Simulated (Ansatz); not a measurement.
The system is Ta3AsAu2O13.

```
Ta As Au O
1.0
     5.24237    3.02668    4.14273
    -5.24237    3.02668    4.14273
     0.00000   -6.05337    4.14273
Ta As Au O
3 1 2 13
Cartesian
  -1.7887 1.0327 4.2854
  0.0000 -2.0655 4.2854
  1.7887 1.0327 4.2854
  0.0000 0.0000 6.9446
  0.0000 0.0000 12.0005
  0.0000 0.0000 9.3342
  -1.3566 0.7832 6.1532
  0.0000 -1.5665 6.1532
  1.3566 0.7832 6.1532
  2.5380 -0.6359 3.6068
  -0.7183 2.5159 3.6068
  -1.8197 -1.8800 3.6068
  1.8197 -1.8800 3.6068
  -2.5380 -0.6359 3.6068
  0.7183 2.5159 3.6068
  -3.3469 1.9323 4.0073
  0.0000 -3.8647 4.0073
  3.3469 1.9323 4.0073
  0.0000 0.0000 3.8329
```

The cell was built by a generator and needn't be a form met in nature.

| Quantity | Value |
| --- | --- |
| Program | Ansatz 0.2.0 |
| Task | relaxation of cell and atoms |
| Functional | PBEsol |
| Potentials or basis | all-electron PAW datasets made for the crystal |
| k mesh | 2 × 2 × 2 |
| Occupations | fermi-dirac, width 0.05 eV |
| Spin | no spin polarisation |

At the start: volume 20.76 Å³/atom.

Question: How do energy, volume and symmetry change on relaxing?

Answer: Over 6 steps the energy falls by 7.2 meV/atom and the volume is 19.86 Å³/atom (-4.3 %); space group R3m (No. 160, to 0.05 Å).

The path:
```csv
step,energy change (eV),largest force (eV/Å),volume (Å³)
1,0.0000,0.3787,394.40
2,-0.1153,0.4711,377.41
3,-0.1339,0.1340,377.84
4,-0.1360,0.0455,377.54
5,-0.1363,0.0090,377.40
6,-0.1363,0.0090,377.40
```

Final structure:
```cif
data_structure
_symmetry_space_group_name_H-M 'P 1'
_symmetry_Int_Tables_number 1
_cell_length_a 7.2292
_cell_length_b 7.2292
_cell_length_c 7.2292
_cell_angle_alpha 91.526
_cell_angle_beta 91.526
_cell_angle_gamma 91.526
_cell_volume 377.40
loop_
_atom_site_label
_atom_site_type_symbol
_atom_site_fract_x
_atom_site_fract_y
_atom_site_fract_z
_atom_site_occupancy
Ta1 Ta 0.23056 0.57290 0.23056 1
Ta2 Ta 0.23056 0.23056 0.57290 1
Ta3 Ta 0.57290 0.23056 0.23056 1
As1 As 0.56167 0.56167 0.56167 1
Au1 Au 0.96777 0.96777 0.96777 1
Au2 Au 0.75421 0.75421 0.75421 1
O1 O 0.41016 0.66921 0.41016 1
O2 O 0.41016 0.41016 0.66921 1
O3 O 0.66921 0.41016 0.41016 1
O4 O 0.49580 0.01127 0.35893 1
O5 O 0.35893 0.49580 0.01127 1
O6 O 0.01127 0.35893 0.49580 1
O7 O 0.35893 0.01127 0.49580 1
O8 O 0.01127 0.49580 0.35893 1
O9 O 0.49580 0.35893 0.01127 1
O10 O 0.10778 0.74966 0.10778 1
O11 O 0.10778 0.10778 0.74966 1
O12 O 0.74966 0.10778 0.10778 1
O13 O 0.30774 0.30774 0.30774 1
```

Caveat: the k mesh is coarse (spacing up to 0.43 Å⁻¹), so the values aren't converged.
